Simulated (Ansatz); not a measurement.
# RPA@PBE/def2-SVP (core potential) run of CH6FNSn (SMILES [CH3][SnH]([NH2])[F])

What is the energy change on altering one bond length of CH6FNSn at RPA@PBE/def2-SVP (core potential)? 

The results are computed with Ansatz 0.2.0.

112 further runs of the same task are left out: 112 set aside as unsound or not needed.

## (1) Starting point

CH6FNSn has 10 atoms, charge 0, and is taken as a singlet. SMILES: `[CH3][SnH]([NH2])[F]`. The coordinates come from a PBE0-D4/def2-TZVP relaxation. This is one conformer, not always the lowest.

Bond lengths: C1–Sn2 2.121 Å, Sn2–N3 2.000 Å, Sn2–F4 1.931 Å, C1–H5 1.090 Å, C1–H6 1.090 Å, C1–H7 1.089 Å, Sn2–H8 1.704 Å, N3–H9 1.008 Å, N3–H10 1.008 Å. Some angles: C1–Sn2–N3 111.9°, C1–Sn2–F4 103.5°, N3–Sn2–F4 105.0°, C1–Sn2–H8 120.3°, N3–Sn2–H8 111.0°, F4–Sn2–H8 103.2°, Sn2–C1–H5 108.9°, Sn2–C1–H6 110.7°, Sn2–C1–H7 109.4°, Sn2–N3–H9 117.9°.

## (2) A single-point energy at RPA@PBE/def2-SVP (core potential)

File input.yaml:

```yaml
crystal:
  periodic: [false, false, false]
  atoms:
    - {symbol: C, position_ang: [-1.023300, 1.186900, 0.305600]}
    - {symbol: Sn, position_ang: [-0.012600, -0.424100, -0.632800]}
    - {symbol: "N", position_ang: [1.522200, -1.085200, 0.465800]}
    - {symbol: F, position_ang: [-1.308600, -1.855400, -0.593400]}
    - {symbol: H, position_ang: [-1.191500, 0.935400, 1.352900]}
    - {symbol: H, position_ang: [-0.432400, 2.100700, 0.242800]}
    - {symbol: H, position_ang: [-1.985300, 1.342500, -0.181300]}
    - {symbol: H, position_ang: [0.413300, -0.329300, -2.280300]}
    - {symbol: H, position_ang: [1.719700, -0.610700, 1.333200]}
    - {symbol: H, position_ang: [2.381600, -1.312000, -0.009700]}
basis:
  gaussian: {orbitals: def2-SVP}
hamiltonian: {xc: {name: PBE}}
correlation: {method: rpa, frozen_orbitals: {C: 1, F: 1, H: 0, "N": 1, Sn: 4}}
accuracy: high
```

Started as:

```sh
ansatz run input.yaml --threads 1 --pin off --max-ram 3480MiB --events-out events.jsonl --progress --plain --runs-dir runs
```

The log of the run:

```text
Warning: RAYON_NUM_THREADS=1 ignored (pool sized by the plan → 1); use --threads N
Functional definition: PBE
  name "PBE"
  parameter kappa = 0.804
  parameter beta = 0.06672455060314922
  exchange = pbe_x(kappa = kappa, mu = beta*pi^2/3)
  correlation = pbe_c(beta = beta)
2383 factors; integrals over basis functions are off by at most 8.1e-9 eV
mean field evaluation 1: about -11146.9112 eV, gradient 8.8e1 eV
mean field evaluation 2: about -11146.8993 eV, gradient 8.8e1 eV
mean field evaluation 4: about -11160.4224 eV, gradient 3.2e1 eV
mean field evaluation 8: about -11163.2868 eV, gradient 7.0e-1 eV
mean field evaluation 16: about -11163.2856 eV, gradient 2.2e-5 eV
mean field evaluation 32: about -11105.7476 eV, gradient 9.1e1 eV
mean field -11163.28556454 eV, -410.2431777501 hartree, gradient 4.0e-8 eV, S^2 0.000000; 0 other end points of the search recorded, 0 dependent functions left out
7 core orbitals not correlated: weight in the atoms' cores, before any rotation towards them, 1.000 or more for the frozen orbitals, at most 0.000 for the correlated occupied ones
reference -11113.47437589 eV, -408.4126503303 hartree; 18, 18 occupied and 73, 73 virtual orbitals, 2383 factors
Total energy: -11140.66829806 eV, -409.4120085377 hartree
```

Wall time 19 s (1 thread of Arm Neoverse V2, shared host); peak memory 0.53 GiB.

## (3) The distorted shape, same level

File job.yaml:

```yaml
crystal:
  periodic: [false, false, false]
  atoms:
    - {symbol: C, position_ang: [-1.364011, 1.111062, 1.623564]}
    - {symbol: Sn, position_ang: [-0.353311, -0.499938, 0.685164]}
    - {symbol: N, position_ang: [1.181489, -1.161038, 1.783764]}
    - {symbol: F, position_ang: [-1.649311, -1.931238, 0.724564]}
    - {symbol: H, position_ang: [-1.532211, 0.859562, 2.670864]}
    - {symbol: H, position_ang: [-0.773111, 2.024862, 1.560764]}
    - {symbol: H, position_ang: [-2.326011, 1.266662, 1.136664]}
    - {symbol: H, position_ang: [0.413300, -0.329300, -2.280300]}
    - {symbol: H, position_ang: [1.378989, -0.686538, 2.651164]}
    - {symbol: H, position_ang: [2.040889, -1.387838, 1.308264]}
basis:
  gaussian:
    orbitals: def2-SVP
hamiltonian:
  xc: pbe
correlation:
  method: rpa
  frozen_orbitals: {C: 1, F: 1, H: 0, "N": 1, Sn: 4}
accuracy: high
```

Started as:

```sh
ansatz run job.yaml --threads 1 --pin off --max-ram 3480MiB --events-out events.jsonl --progress --plain --runs-dir runs
```

The log of the run, cut to the lines that bear on the results:

```text
Warning: RAYON_NUM_THREADS=1 ignored (pool sized by the plan → 1); use --threads N
Functional definition: PBE
  name "PBE"
[...]
2343 factors; integrals over basis functions are off by at most 1.7e-8 eV
[...]
mean field -11160.60102755 eV, -410.1445228352 hartree, gradient 1.3e-8 eV, S^2 0.000000; 0 other end points of the search recorded, 0 dependent functions left out; unrestricted orbitals would lower it
unrestricted determinant -11112.28878859 eV, -408.3690808008 hartree, S^2 0.8582
7 core orbitals not correlated: weight in the atoms' cores, before any rotation towards them, 1.000 or more for the frozen orbitals, at most 0.000 for the correlated occupied ones
reference -11109.41818074 eV, -408.2635879079 hartree; 18, 18 occupied and 73, 73 virtual orbitals, 2343 factors
Total energy: -11137.79553480 eV, -409.3064364350 hartree
```

Run time: 22 s. Hardware: 1 thread of Arm Neoverse V2, shared host; peak memory 0.56 GiB.

## (4) Summary of results

At RPA@PBE/def2-SVP (core potential), 7 core orbitals frozen:

| quantity | value |
| --- | --- |
| first shape: total energy | -409.41201 Eh |
| first shape: RPA correlation energy (valence) | -999.4 mEh |
| distorted shape: total energy | -409.30644 Eh |
| distorted shape: RPA correlation energy (valence) | -1042.8 mEh |
| energy change with the Sn2–H8 bond stretched from 1.704 to 3.068 Å | 2.873 eV |

In words: One bond (distorted shape) is far stretched, which a spin-restricted single reference describes badly; a broken-symmetry solution may lie lower. With the Sn2–H8 bond stretched from 1.704 to 3.068 Å the energy rises by 2.87 eV (66 kcal/mol). The first shape isn't relaxed at this level, so the change isn't measured from a minimum. A restricted reference can't describe the breaking bond well at this length. The restricted solution (distorted shape) is unstable to spin breaking: an unrestricted one lies lower.
